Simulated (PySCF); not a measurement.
# C4H15BOSi2: the cost of one run

Computed with PySCF 2.14.0, with density-fitted response routines of our own, on a single molecule in the gas phase. Atoms are numbered from 0 throughout.

### Step 1. Starting geometry

23 atoms, charge 0, multiplicity 1; geometry from: GFN2-xTB.

Bonds of the start (Å): B0–C1 1.53, C1–C2 1.52, C1–O3 1.43, O3–Si4 1.61, C1–Si5 1.95, Si5–C6 1.90, C6–C7 1.52, B0–H8 1.17, B0–H9 1.17, C2–H10 1.09, C2–H11 1.09, C2–H12 1.09, Si4–H13 1.46, Si4–H14 1.47, Si4–H15 1.47, Si5–H16 1.46, Si5–H17 1.47, C6–H18 1.09, C6–H19 1.09, C7–H20 1.09, C7–H21 1.09, C7–H22 1.09.

### Step 2. Shielding tensors: PBE0/pcSseg-1

Job settings and geometry (Å):

```
{"job": {"kind": "nmr", "xc": "PBE0", "basis": "pcSseg-1"}, "charge": 0, "multiplicity": 1}
B     -1.049469    -0.621070     1.477399
C     -0.974945    -0.123980     0.034694
C     -1.236425    -1.105941    -1.100007
O     -1.596017     1.125643    -0.266978
Si    -3.133072     1.595839    -0.128746
Si     0.854253     0.552018    -0.049820
C      2.206632    -0.764044     0.188754
C      3.604995    -0.162109     0.117986
H     -0.728568    -1.719737     1.715536
H     -1.354918     0.108630     2.335769
H     -0.649849    -2.009817    -0.960664
H     -0.992460    -0.661581    -2.064119
H     -2.291952    -1.378724    -1.111633
H     -3.017645     2.932584    -0.698478
H     -4.044541     0.729659    -0.889757
H     -3.596445     1.602808     1.262351
H      0.996362     1.623922     0.937561
H      0.927587     1.128159    -1.398103
H      2.084478    -1.263587     1.151965
H      2.119372    -1.543398    -0.571095
H      4.368669    -0.927275     0.245159
H      3.765410     0.323794    -0.840246
H      3.733796     0.585194     0.895488
```

Method: GIAO PBE0/pcSseg-1 NMR shielding, non-relativistic, gas phase.

The run is started by

```bash
$ OMP_NUM_THREADS=1 python probes_run.py task.json out
```

One launch serves the whole session: the jobs run in the order shown.

**Question.** How long does this job take on 1 thread of Arm Neoverse N1, shared host, and how much memory does it need?

About 1.7 min, with a peak of 1.1 GiB.
